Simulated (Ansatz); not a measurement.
# GeH6O3: the cost of one run

Program: Ansatz 0.2.0. Level of theory: RKS B3LYP/def2-SVP. These are calculated values, not measurements.

### 1 The starting structure

Bond lengths: Ge1–O2 2.120 Å, O2–H3 1.010 Å, Ge1–O4 1.770 Å, O4–H5 1.010 Å, Ge1–O6 1.769 Å, O6–H7 1.010 Å, Ge1–H8 1.549 Å. Angles: Ge1–O2–H3 109.5°, O2–Ge1–O4 109.4°, O2–Ge1–O6 109.5°, O2–Ge1–H8 109.5°, O4–Ge1–O6 109.5°, O4–Ge1–H8 109.5°, O6–Ge1–H8 109.5°, Ge1–O4–H5 109.5°, Ge1–O6–H7 109.5°.

Coordinates:

```xyz
10

Ge    0.0000    0.0000    0.0000
O     0.0000    0.0000    2.1200
H    -0.9095   -0.2814    2.4571
O     1.6691    0.0000   -0.5894
H     1.9855   -0.9521   -0.7061
O    -0.8337    1.4443   -0.5894
H    -1.7915    1.2136   -0.8118
H    -0.7300   -1.2648   -0.5162
H     0.9702    1.4632    0.5833
H     0.7523    1.1345    1.5265
```

### 2 Pulling towards end A

Springs on the bonds that form and break draw the guess towards this end; the thresholds are loose.

input.yaml reads:

```yaml
crystal:
  periodic: [false, false, false]
  atoms:
    - { symbol: Ge, position_ang: [0.0, 0.0, 0.0] }
    - { symbol: O, position_ang: [0.0, 0.0, 2.12] }
    - { symbol: H, position_ang: [-0.9095, -0.2814, 2.4571] }
    - { symbol: O, position_ang: [1.6691, 0.0, -0.5894] }
    - { symbol: H, position_ang: [1.9855, -0.9521, -0.7061] }
    - { symbol: O, position_ang: [-0.8337, 1.4443, -0.5894] }
    - { symbol: H, position_ang: [-1.7915, 1.2136, -0.8118] }
    - { symbol: H, position_ang: [-0.73, -1.2648, -0.5162] }
    - { symbol: H, position_ang: [0.9702, 1.4632, 0.5833] }
    - { symbol: H, position_ang: [0.7523, 1.1345, 1.5265] }
basis:
  gaussian: { orbitals: def2-SVP }
hamiltonian:
  xc: b3lyp
relax:
  f_tol: 0.15
  max_steps: 25
  restrain:
    - { distance: [0, 8], at: 2.75, k: 30.0 }
    - { distance: [9, 1], at: 2.21, k: 30.0 }
    - { distance: [0, 1], at: 1.77, k: 30.0 }
    - { distance: [9, 8], at: 0.66, k: 30.0 }
```

Launch:

```sh
$ ansatz run input.yaml --threads 2 --pin off --max-ram 3072MiB --backend cpu --events-out ev --progress --plain --runs-dir out
```

**Question.** How long does this run take on 2 threads of Arm Neoverse V1, shared host, and how much memory does it need?

About 52 s, with a peak of 0.23 GiB.
